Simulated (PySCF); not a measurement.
Molecule: SMgClH, in a box.

```
S Mg Cl H
1.0
    11.00000    0.00000    0.00000
     0.00000   14.00000    0.00000
     0.00000    0.00000   10.00000
S Mg Cl H
1 1 1 1
Direct
  0.45000 0.64868 0.45926
  0.45712 0.48950 0.50515
  0.46185 0.33700 0.54754
  0.55237 0.66600 0.52876
```

Program: PySCF 2.14.0. Alike in all runs: task atomic charges; potentials or basis cc-pvdz (all-electron); no spin polarisation; cell as given; k mesh 1 × 1 × 1; smearing fixed.

Task: Order these runs on this cell by their band gap on the k mesh, lowest first.
A. level M06-L+D4; three-body dispersion term yes; three-centre integrals read from an earlier run's file
B. level PBE
C. level TM; three-centre integrals read from an earlier run's file
D. level BHandHLYP+D4; three-body dispersion term yes; three-centre integrals read from an earlier run's file; exxdiv ewald

Result: B (3.85 eV), C (4.12 eV), A (4.95 eV), D (7.44 eV).

Caveats: this is a molecule in a periodic box at the Γ point, so its band gap is the HOMO-LUMO gap; the basis of atomic orbitals isn't converged, which shifts pressures, moduli and gaps.

